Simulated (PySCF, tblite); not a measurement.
**C₂H₁₃BSi₄: geometry, infrared bands and NMR shifts**

Aim: predict the infrared bands and NMR shifts of C₂H₁₃BSi₄ (`CB(C)[SiH]1[SiH2][SiH2][SiH2]1`).

Programs: tblite 0.8.0 and PySCF 2.14.0, with density-fitted response routines of our own. Each step states its level of theory. These are calculated values for one molecule in the gas phase, unless marked as measured. Atoms are numbered from 0 throughout.

**1. The starting structure**

20 atoms, charge 0, multiplicity 1; geometry from: force field or distance geometry start.

Bonds of the start (Å): C0–B1 1.60, B1–C2 1.60, B1–Si3 1.91, Si3–Si4 2.21, Si4–Si5 2.25, Si5–Si6 2.26, Si6–Si3 2.21, C0–H7 1.12, C0–H8 1.11, C0–H9 1.09, C2–H10 1.10, C2–H11 1.10, C2–H12 1.11, Si3–H13 1.47, Si4–H14 1.47, Si4–H15 1.46, Si5–H16 1.45, Si5–H17 1.47, Si6–H18 1.46, Si6–H19 1.47.

**2. Geometry optimisation with GFN2-xTB**

What the job is given:

```
{"job": {"kind": "relax", "xc": "GFN2-xTB", "basis": "xTB"}, "charge": 0, "multiplicity": 1}
C      2.086200     1.815800     0.607300
B      1.399200     0.595300    -0.172200
C      2.458900    -0.293500    -0.981600
Si    -0.230400    -0.083000     0.568800
Si    -1.084700    -1.917100    -0.331200
Si    -3.096900    -1.084800     0.236300
Si    -2.114500     0.932200     0.000100
H      1.769600     1.747900     1.680200
H      1.691600     2.729900     0.122300
H      3.172700     1.757700     0.626800
H      2.868300    -1.119900    -0.376000
H      2.019200    -0.716700    -1.902400
H      3.312200     0.359700    -1.256300
H     -0.137200    -0.233900     2.031700
H     -0.841500    -1.957700    -1.778500
H     -0.817400    -3.136700     0.421900
H     -4.160400    -1.362300    -0.709500
H     -3.433100    -1.267200     1.657700
H     -2.243900     1.316900    -1.397700
H     -2.623100     1.928100     0.949100
```

Run with:

```sh
> OMP_NUM_THREADS=1 python probes_run.py task.json out
```

This one command runs all jobs of the session in turn.

**Question.** This job is followed by: GFN2-xTB harmonic vibrations, gas phase; GIAO PBE0/pcSseg-1 NMR shielding, non-relativistic, gas phase. What will the session give for the following? strongest single infrared mode (GFN2-xTB); zero-point energy (GFN2-xTB); ¹³C shifts against TMS (PBE0/pcSseg-1, means over atoms taken as alike); ¹H shifts against TMS (PBE0/pcSseg-1, means over atoms taken as alike); ¹¹B shifts against BF3·OEt2 (PBE0/pcSseg-1); ²⁹Si shifts against TMS (PBE0/pcSseg-1, means over atoms taken as alike).

**Answer**, as computed:

```
                                                                quantity                                   value
                               strongest single infrared mode (GFN2-xTB)                   2177 cm⁻¹, 809 km/mol
                                            zero-point energy (GFN2-xTB)                           83.4 kcal/mol
 ¹³C shifts against TMS (PBE0/pcSseg-1, means over atoms taken as alike)                                23.7 ppm
  ¹H shifts against TMS (PBE0/pcSseg-1, means over atoms taken as alike)  4.48, 4.46, 4.26, 4.16, 4.05, 1.52 ppm
                             ¹¹B shifts against BF3·OEt2 (PBE0/pcSseg-1)                               107.3 ppm
²⁹Si shifts against TMS (PBE0/pcSseg-1, means over atoms taken as alike)                -85.1, -97.5, -100.1 ppm
```

Relaxing lowered the energy by 1.406 eV in 215 steps; the close pair that moved most is Si3–Si6, from 2.214 to 2.382 Å. All 54 modes are real, so the xTB geometry is a minimum. Unscaled tight-binding wavenumbers are off by several per cent, some by more. Its intensities can rank the bands wrongly. At PBE0/pcSseg-1: The largest span, 220 ppm, is at B1, where the paramagnetic term is -200 ppm.
